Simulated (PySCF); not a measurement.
# Cl4Fe ([FeCl4]-): the cost of one run

Computed with PySCF 2.14.0 and routines of our own; the level stands in each step. Atoms count from 0.

## Step 1: The system as given

5 atoms, charge -1, states of the metal's open shell are computed; geometry from: model geometry, bond lengths from ionic radii.

## Step 2: Ligand-field states: state-averaged CASSCF

What the job is given:

```
{"job": {"kind": "lf", "basis": {"metal": "x2c-TZVPall", "ligand": "x2c-SVPall"}, "nevpt": true}, "charge": -1, "metal": "Fe", "open_shell": "d5"}
Fe     0.000000     0.000000     0.000000
Cl     1.290378     1.290378     1.290378
Cl    -1.290378    -1.290378     1.290378
Cl    -1.290378     1.290378    -1.290378
Cl     1.290378    -1.290378    -1.290378
```

Level: state-averaged CASSCF of the metal d shell, SC-NEVPT2 on the averaged canonical orbitals, state-interaction spin-orbit coupling.

On the command line:

```
$ OMP_NUM_THREADS=1 python lf_run.py task.json out
```

One launch serves the whole session: the jobs run in the order shown.

Q: Estimate the wall time and peak memory of this first job on 1 thread of Arm Neoverse N1, shared host.

About 19 s, with a peak of 0.31 GiB.
